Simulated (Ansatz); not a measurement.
**Rhodium, beta-Sn type under BLYP: structure, energy and stiffness**

The plan for rhodium in the beta-Sn type structure: relax it, solve it on a dense k-mesh, then scale the cell to 7 volumes from 88 to 112 % of the relaxed one and try a fit of the equation of state. Spin polarisation is left out. The k-meshes are 14×14×9 for the relaxation; 20×20×19 for the dense run; 14×14×13 for the volumes.

Program: Ansatz 0.2.0. Level of theory: DFT BLYP, plane waves (420 eV) with PAW, scalar-relativistic; PBE-made PAW files. These are calculated values, not measurements.

### 1 The starting structure

It takes space group I4_1/amd (No. 141, tetragonal). The conventional cell has a = 4.729 Å, b = 4.729 Å, c = 2.582 Å, α = 90.00°, β = 90.00°, γ = 90.00°. Rh (site symmetry -4m2) is surrounded by 6 Rh at 2.45 to 2.58 Å.

As a file:

```
Rh
1.0
    -2.36469    2.36469    1.29112
     2.36469   -2.36469    1.29112
     2.36469    2.36469   -1.29112
Rh
2
Cartesian
  0.0000 0.0000 0.0000
  0.0000 2.3647 0.6456
```

### 2 Geometry optimisation

File input.yaml:

```yaml
crystal:
  lattice:
    - [-2.3646850272, 2.3646850272, 1.2911180249]
    - [2.3646850272, -2.3646850272, 1.2911180249]
    - [2.3646850272, 2.3646850272, -1.2911180249]
  atoms:
    - { symbol: Rh, position: [0.0, 0.0, 0.0] }
    - { symbol: Rh, position: [0.75, 0.25, 0.5] }
hamiltonian:
  xc: blyp
  pseudopotentials:
    kind: paw
    azcp:
      Rh: "pseudopotentials/Rh.paw.azcp"
basis:
  ecutwfc: 420
  fft_grid_basis: typed
kpoints:
  mp_grid: { grid: [14, 14, 9], shift: [0, 0, 0] }
magnetization:
  spin_polarized: false
scf:
  occupations: { method: fermi_dirac, width: 0.1 }
relax:
  max_steps: 60
  f_tol: 0.01
  cell: {}
```

Launch:

```bash
$ ansatz run input.yaml --threads 2 --pin off --max-ram 5120MiB --backend cpu --events-out ev --progress --plain --runs-dir out
```

Further steps of the session: Dense single point; The cell scaled to 88 % of its volume; The cell scaled to 92 % of its volume; The cell scaled to 96 % of its volume; The cell scaled to 100 % of its volume; The cell scaled to 104 % of its volume; The cell scaled to 108 % of its volume; The cell scaled to 112 % of its volume.

What does the calculation give? Wanted: space group; conventional cell; volume; shortest distance; gap on the mesh; relative to fcc; V₀, B₀, B₀′.

As calculated:

| quantity | value |
| --- | --- |
| space group (spins left aside) | Cmcm (No. 63) |
| conventional cell | a = 2.744 Å, b = 8.253 Å, c = 2.766 Å |
| volume | 15.662 Å³/atom |
| shortest distance | 2.624 Å |
| gap on the mesh | none (levels filled in part) |
| relative to fcc | +139 meV/atom |
| V₀, B₀, B₀′ | 15.609 Å³/atom, 196 GPa, 5.2 |

The relaxation enlarged the cell by 8.5 % in volume. The cell has left its prototype: it ends as Cmcm. What follows belongs to that structure, not to the type named at the start. The mesh has less symmetry than the lattice, which may have let the distortion in. It lies 139 meV/atom above the element's reference form at the same level (fcc, from a run of its own). No gap shows: it is a metal or semimetal at this level. B₀ comes out at 196 GPa; letting shape and positions relax at each volume could only lower it.
